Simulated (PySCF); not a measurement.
**A gas-phase reaction: CH4AlClO + H2O → CH5AlO2 + ClH**

What reaction energy should one expect for `[CH3][Al]([OH])[Cl]` + `O` → `[CH3][Al]([OH])[OH]` + `Cl`?

Programs: PySCF 2.14.0. All values are calculated, for the isolated system unless a continuum is named. Atoms count from 0, parts from 1.

## (1) Starting point

Each species was relaxed by itself at PBE0-D3(BJ)/def2-SVPD.

## (2) Energies of the species: wB97M-D3(BJ)/def2-TZVPD

Job settings and geometry (Å):

```
{"job": {"kind": "react", "xc": "wB97M-D3(BJ)", "basis": "def2-TZVPD"}, "charge": 0, "multiplicity": 1}
-1 CH4AlClO charge 0 multiplicity 1
C     -1.091420     0.423260    -0.571550
Al     0.418160    -0.400410     0.304930
O      1.841380     0.493150     0.613640
Cl     0.394600    -2.437820     0.898380
H     -1.150910     1.496230    -0.335880
H     -2.040460    -0.054630    -0.288160
H     -0.996180     0.334990    -1.665750
H      2.623310     0.145490     1.042920

-1 H2O charge 0 multiplicity 1
O     -0.000290     0.389360    -0.005260
H     -0.762740    -0.195270     0.001630
H      0.763060    -0.194060     0.003610

+1 CH5AlO2 charge 0 multiplicity 1
C     -0.512150     1.386140     0.351350
Al     0.127790    -0.384940    -0.086040
O     -0.574340    -1.212930    -1.415560
O      1.393230    -1.066940     0.851960
H     -0.438330     1.590550     1.429680
H      0.088660     2.153910    -0.162260
H     -1.556370     1.529270     0.037200
H     -0.351100    -2.084870    -1.737630
H      1.810970    -1.918270     0.731480

+1 ClH charge 0 multiplicity 1
Cl     0.644570     0.013330    -0.005860
H     -0.643340    -0.012200     0.006180
```

Method: wB97M-D3(BJ)/def2-TZVPD reaction energy of separated species, gas phase.

The run is started by

```
$ OMP_NUM_THREADS=1 python cluster_run.py task.json out
```

The driver reads the jobs from task.json and runs them one after another.

What it wrote:

```text
species 1 (CH4AlClO)
coarse grid: 32920 points
cycle   1  E = -818.5799456461  dE =  1.475e-01  |g| = 7.578e-01  |ddm| = 2.370e+00
cycle   2  E = -818.5563566925  dE =  2.359e-02  |g| = 9.088e-01  |ddm| = 1.183e+00
cycle   3  E = -818.6960387620  dE = -1.397e-01  |g| = 6.465e-02  |ddm| = 5.706e-01
cycle   4  E = -818.6970732234  dE = -1.034e-03  |g| = 2.836e-02  |ddm| = 9.706e-02
cycle   5  E = -818.6972647951  dE = -1.916e-04  |g| = 4.337e-03  |ddm| = 3.142e-02
cycle   6  E = -818.6972776651  dE = -1.287e-05  |g| = 1.298e-03  |ddm| = 1.096e-02
cycle   7  E = -818.6972785541  dE = -8.891e-07  |g| = 6.005e-04  |ddm| = 2.524e-03
final grid: 67544 points
cycle   8  E = -818.6971837846  dE = -1.536e-07  |g| = 5.135e-04  |ddm| = 3.237e-03
cycle   9  E = -818.6971838111  dE = -2.652e-08  |g| = 4.229e-04  |ddm| = 8.937e-04
cycle  10  E = -818.6971838522  dE = -4.111e-08  |g| = 4.206e-05  |ddm| = 3.259e-04
cycle  11  E = -818.6971838529  dE = -6.827e-10  |g| = 2.859e-05  |ddm| = 7.061e-05
converged SCF energy = -818.6971838529

species 2 (H2O)
coarse grid: 10128 points
cycle   1  E = -76.4117500228  dE = -7.453e-02  |g| = 5.872e-01  |ddm| = 8.994e-01
cycle   2  E = -76.4087429618  dE =  3.007e-03  |g| = 6.461e-01  |ddm| = 5.038e-01
cycle   3  E = -76.4759334772  dE = -6.719e-02  |g| = 2.731e-02  |ddm| = 2.374e-01
cycle   4  E = -76.4760586797  dE = -1.252e-04  |g| = 5.497e-03  |ddm| = 1.609e-02
cycle   5  E = -76.4760673564  dE = -8.677e-06  |g| = 8.214e-04  |ddm| = 5.831e-03
final grid: 21952 points
cycle   6  E = -76.4760630069  dE = -1.975e-07  |g| = 5.842e-04  |ddm| = 1.373e-03
cycle   7  E = -76.4760630137  dE = -6.841e-09  |g| = 6.465e-04  |ddm| = 6.469e-04
cycle   8  E = -76.4760630773  dE = -6.362e-08  |g| = 3.199e-05  |ddm| = 2.235e-04
cycle   9  E = -76.4760630782  dE = -8.225e-10  |g| = 4.134e-06  |ddm| = 1.105e-04
converged SCF energy = -76.4760630782

species 3 (CH5AlO2)
coarse grid: 34256 points
cycle   1  E = -434.1032882860  dE =  1.580e-01  |g| = 1.001e+00  |ddm| = 2.494e+00
cycle   2  E = -434.0521205517  dE =  5.117e-02  |g| = 1.201e+00  |ddm| = 1.564e+00
cycle   3  E = -434.2926561295  dE = -2.405e-01  |g| = 4.567e-02  |ddm| = 7.710e-01
cycle   4  E = -434.2933623560  dE = -7.062e-04  |g| = 2.182e-02  |ddm| = 8.101e-02
cycle   5  E = -434.2935040724  dE = -1.417e-04  |g| = 6.350e-03  |ddm| = 2.888e-02
cycle   6  E = -434.2935205724  dE = -1.650e-05  |g| = 1.385e-03  |ddm| = 9.450e-03
cycle   7  E = -434.2935218670  dE = -1.295e-06  |g| = 2.903e-04  |ddm| = 2.998e-03
final grid: 72376 points
cycle   8  E = -434.2934948066  dE = -1.525e-07  |g| = 1.926e-04  |ddm| = 6.117e-03
cycle   9  E = -434.2934948170  dE = -1.037e-08  |g| = 1.704e-04  |ddm| = 9.616e-04
cycle  10  E = -434.2934948225  dE = -5.488e-09  |g| = 3.917e-05  |ddm| = 1.403e-04
cycle  11  E = -434.2934948233  dE = -8.372e-10  |g| = 1.477e-05  |ddm| = 1.285e-04
converged SCF energy = -434.2934948233

species 4 (ClH)
coarse grid: 8792 points
cycle   1  E = -460.8503332219  dE = -8.165e-02  |g| = 2.169e-01  |ddm| = 7.239e-01
cycle   2  E = -460.8625127802  dE = -1.218e-02  |g| = 1.397e-01  |ddm| = 2.651e-01
cycle   3  E = -460.8670522162  dE = -4.539e-03  |g| = 1.358e-02  |ddm| = 9.818e-02
cycle   4  E = -460.8670932999  dE = -4.108e-05  |g| = 3.364e-03  |ddm| = 9.545e-03
cycle   5  E = -460.8670995485  dE = -6.249e-06  |g| = 8.516e-04  |ddm| = 3.915e-03
final grid: 17120 points
cycle   6  E = -460.8670681767  dE = -3.714e-07  |g| = 3.675e-04  |ddm| = 8.884e-04
cycle   7  E = -460.8670682229  dE = -4.626e-08  |g| = 1.617e-04  |ddm| = 3.980e-04
cycle   8  E = -460.8670682295  dE = -6.570e-09  |g| = 4.219e-05  |ddm| = 1.295e-04
cycle   9  E = -460.8670682308  dE = -1.312e-09  |g| = 3.963e-06  |ddm| = 6.530e-05
cycle  10  E = -460.8670682308  dE = -3.922e-12  |g| = 8.161e-07  |ddm| = 3.307e-06
converged SCF energy = -460.8670682308

Reaction energy = 8.117 kcal/mol
```

It took 23 s on 1 thread of Arm Neoverse V2, shared host; peak memory 0.71 GiB.

Species by species (with the dispersion term, which the log's SCF energies lack):

| ν | species | energy (Eh) | HOMO (eV) |
| --- | --- | --- | --- |
| -1 | [CH3][Al]([OH])[Cl] | -818.70365 | -11.10 |
| -1 | O | -76.47682 | -11.72 |
| +1 | [CH3][Al]([OH])[OH] | -434.29992 | -11.08 |
| +1 | Cl | -460.86761 | -11.93 |

## (3) Reaction energy: PBE0-D3(BJ)/def2-TZVPD

Same as in step 2 but for these lines:

```diff
@@ -1,2 +1,2 @@
-{"job": {"kind": "react", "xc": "wB97M-D3(BJ)", "basis": "def2-TZVPD"}, "charge": 0, "multiplicity": 1}
+{"job": {"kind": "react", "xc": "PBE0", "basis": "def2-TZVPD", "disp": "d3bj"}, "charge": 0, "multiplicity": 1}
 -1 CH4AlClO charge 0 multiplicity 1
```

Level: PBE0-D3(BJ)/def2-TZVPD reaction energy of separated species, gas phase.

What it wrote:

```text
species 1 (CH4AlClO)
coarse grid: 7904 points
cycle   1  E = -818.0454524737  dE =  1.529e-01  |g| = 8.561e-01  |ddm| = 2.543e+00
cycle   2  E = -817.7626697514  dE =  2.828e-01  |g| = 1.472e+00  |ddm| = 1.600e+00
cycle   3  E = -818.1814899983  dE = -4.188e-01  |g| = 1.682e-01  |ddm| = 1.013e+00
cycle   4  E = -818.1875079252  dE = -6.018e-03  |g| = 5.300e-02  |ddm| = 1.782e-01
cycle   5  E = -818.1880955760  dE = -5.877e-04  |g| = 9.455e-03  |ddm| = 4.641e-02
cycle   6  E = -818.1881155595  dE = -1.998e-05  |g| = 3.629e-03  |ddm| = 1.264e-02
cycle   7  E = -818.1881181906  dE = -2.631e-06  |g| = 6.349e-04  |ddm| = 3.376e-03
final grid: 67544 points
cycle   8  E = -818.1860375952  dE = -2.761e-05  |g| = 7.044e-03  |ddm| = 9.088e-02
cycle   9  E = -818.1860270498  dE =  1.055e-05  |g| = 1.005e-02  |ddm| = 1.114e-02
cycle  10  E = -818.1860469868  dE = -1.994e-05  |g| = 1.209e-03  |ddm| = 6.974e-03
cycle  11  E = -818.1860472266  dE = -2.398e-07  |g| = 2.264e-04  |ddm| = 9.222e-04
cycle  12  E = -818.1860472386  dE = -1.199e-08  |g| = 5.404e-05  |ddm| = 2.290e-04
cycle  13  E = -818.1860472392  dE = -5.771e-10  |g| = 1.230e-05  |ddm| = 5.999e-05
converged SCF energy = -818.1860472392

species 2 (H2O)
coarse grid: 2328 points
cycle   1  E = -76.3044313474  dE = -5.299e-03  |g| = 6.571e-01  |ddm| = 9.011e-01
cycle   2  E = -76.1882123771  dE =  1.162e-01  |g| = 1.036e+00  |ddm| = 7.256e-01
cycle   3  E = -76.3820310100  dE = -1.938e-01  |g| = 3.132e-02  |ddm| = 4.396e-01
cycle   4  E = -76.3822133123  dE = -1.823e-04  |g| = 5.864e-03  |ddm| = 1.606e-02
cycle   5  E = -76.3822184512  dE = -5.139e-06  |g| = 7.850e-04  |ddm| = 2.507e-03
final grid: 21952 points
cycle   6  E = -76.3808944262  dE = -1.510e-05  |g| = 3.448e-03  |ddm| = 9.317e-03
cycle   7  E = -76.3808924599  dE =  1.966e-06  |g| = 4.753e-03  |ddm| = 3.322e-03
cycle   8  E = -76.3808961771  dE = -3.717e-06  |g| = 2.518e-04  |ddm| = 1.965e-03
cycle   9  E = -76.3808961877  dE = -1.061e-08  |g| = 2.399e-05  |ddm| = 1.101e-04
cycle  10  E = -76.3808961878  dE = -1.121e-10  |g| = 3.292e-06  |ddm| = 1.516e-05
converged SCF energy = -76.3808961878

species 3 (CH5AlO2)
coarse grid: 7984 points
cycle   1  E = -433.6567354794  dE =  2.056e-01  |g| = 1.123e+00  |ddm| = 2.651e+00
cycle   2  E = -433.2219610529  dE =  4.348e-01  |g| = 1.873e+00  |ddm| = 2.045e+00
cycle   3  E = -433.8862038816  dE = -6.642e-01  |g| = 1.263e-01  |ddm| = 1.279e+00
cycle   4  E = -433.8888306151  dE = -2.627e-03  |g| = 6.545e-02  |ddm| = 1.425e-01
cycle   5  E = -433.8898890612  dE = -1.058e-03  |g| = 5.495e-03  |ddm| = 5.242e-02
cycle   6  E = -433.8898944823  dE = -5.421e-06  |g| = 1.180e-03  |ddm| = 5.567e-03
final grid: 72376 points
cycle   7  E = -433.8863558383  dE = -3.164e-05  |g| = 8.623e-03  |ddm| = 1.034e-01
cycle   8  E = -433.8863385219  dE =  1.732e-05  |g| = 1.279e-02  |ddm| = 1.329e-02
cycle   9  E = -433.8863700507  dE = -3.153e-05  |g| = 9.823e-04  |ddm| = 8.676e-03
cycle  10  E = -433.8863702145  dE = -1.638e-07  |g| = 2.626e-04  |ddm| = 8.568e-04
cycle  11  E = -433.8863702313  dE = -1.672e-08  |g| = 2.987e-05  |ddm| = 2.193e-04
cycle  12  E = -433.8863702314  dE = -1.187e-10  |g| = 1.675e-05  |ddm| = 3.733e-05
converged SCF energy = -433.8863702314

species 4 (ClH)
coarse grid: 2248 points
cycle   1  E = -460.6537832709  dE = -4.644e-02  |g| = 1.882e-01  |ddm| = 7.411e-01
cycle   2  E = -460.6558519976  dE = -2.069e-03  |g| = 1.902e-01  |ddm| = 3.151e-01
cycle   3  E = -460.6653808979  dE = -9.529e-03  |g| = 1.506e-02  |ddm| = 1.513e-01
cycle   4  E = -460.6654029551  dE = -2.206e-05  |g| = 2.693e-03  |ddm| = 7.323e-03
cycle   5  E = -460.6654045029  dE = -1.548e-06  |g| = 1.111e-03  |ddm| = 2.553e-03
final grid: 17120 points
cycle   6  E = -460.6658902941  dE = -4.428e-06  |g| = 2.164e-03  |ddm| = 7.331e-03
cycle   7  E = -460.6658903234  dE = -2.935e-08  |g| = 1.795e-03  |ddm| = 2.512e-03
cycle   8  E = -460.6658909416  dE = -6.181e-07  |g| = 1.533e-04  |ddm| = 1.363e-03
cycle   9  E = -460.6658909485  dE = -6.899e-09  |g| = 2.145e-05  |ddm| = 1.086e-04
cycle  10  E = -460.6658909486  dE = -1.025e-10  |g| = 4.934e-06  |ddm| = 1.680e-05
converged SCF energy = -460.6658909486

Reaction energy = 9.547 kcal/mol
```

Wall time 11 s (1 thread of Arm Neoverse V2, shared host); peak memory 0.6 GiB.

Reaction energy at this level: 9.55 kcal/mol.

## (4) Side by side

Energies in kcal/mol, with wall time:

| run | reaction | time |
| --- | --- | --- |
| wB97M-D3(BJ)/def2-TZVPD | 8.12 | 23 s |
| PBE0-D3(BJ)/def2-TZVPD | 9.55 | 11 s |

## (5) Outcome

| quantity | value |
| --- | --- |
| reaction energy (wB97M-D3(BJ)/def2-TZVPD) | 8.12 kcal/mol |
| ΔH, ΔG at 298 K (xTB thermal terms) | +6.2, +6.3 kcal/mol |
| range of the reaction energy over the runs of this table | 8.12 to 9.55 kcal/mol |

In words: The reaction is endothermic by 6.2 kcal/mol in the gas phase; dispersion gives +0.16, and xTB itself gave 1.06 for the electronic energy (xTB energies and thermal terms come from the earlier relaxation of each species, not shown). No barrier was sought. The reaction energy runs from 8.12 (wB97M-D3(BJ)/def2-TZVPD) to 9.55 kcal/mol (PBE0-D3(BJ)/def2-TZVPD).
